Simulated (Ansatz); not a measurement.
# SnSe2: the cost of one run

Program: Ansatz 0.2.0. Level of theory: DFT LDA+D3(BJ), scalar-relativistic, plane waves, PAW. These are calculated values, not measurements.

The COD entry's cell or inner coordinates are ideal or old and differ from later refinements, so a difference from it is no clean test against experiment.

1 further run of the same task is left out (set aside as unsound or not needed).

## Step 1: The starting structure

Symmetry: P-3m1, No. 164, trigonal system. Conventional cell: a = 3.780 Å, b = 3.780 Å, c = 5.540 Å, α = 90.00°, β = 90.00°, γ = 120.00°. Around Sn (site symmetry -3m) lie 6 Se at 2.69 Å. Se (site symmetry 3m) has 3 Sn at 2.69 Å as nearest neighbours.

As a file:

```
Sn Se
1.0
     3.78036    0.00000    0.00000
    -1.89018    3.27389    0.00000
     0.00000    0.00000    5.54050
Sn Se
1 2
Direct
  0.00000 0.00000 0.00000
  0.33333 0.66667 0.28422
  0.66667 0.33333 0.71578
```

This cell was relaxed beforehand with the same method: volume 22.86 Å³/atom, gap on the mesh none (metal).

## Step 2: The scan

The energy is mapped over volume and the cell's shape.

- volume per atom: 5 values from 19.20 to 26.51 Å³
- c/a of the conventional cell: 5 values from 1.222 to 1.758

Nothing else is relaxed (fractional coordinates fixed). Energies count from the relaxed crystal. Points are written as (first, second).

## Step 3: The run at (24.69 Å³, 1.222)

File input.yaml:

```yaml
crystal:
  lattice:
    - [4.121218031, 0.0, 0.0]
    - [-2.0606090155, 3.5690795094, 0.0]
    - [0.0, 0.0, 5.0348920685]
  atoms:
    - { symbol: Sn, position: [0.0, 0.0, 0.0] }
    - { symbol: Se, position: [0.3333333333, 0.6666666667, 0.2842220663] }
    - { symbol: Se, position: [0.6666666667, 0.3333333333, 0.7157779337] }
basis:
  ecutwfc: 420
kpoints:
  mp_grid: { grid: [15, 15, 8] }
hamiltonian:
  xc: lda
  pseudopotentials: { kind: paw }
  dispersion: d3bj
scf:
  occupations: { method: gaussian, width: 0.15 }
output:
  forces: true
  stress: true
  eigenvalues: true
```

Started as:

```console
> ansatz run input.yaml --threads 1 --pin off --max-ram 2048MiB --backend cpu --events-out ev --progress --plain --runs-dir out
```

What time and memory should one allow on 1 thread of Arm Neoverse N1, shared host?

About 33 s, with a peak of 0.54 GiB.
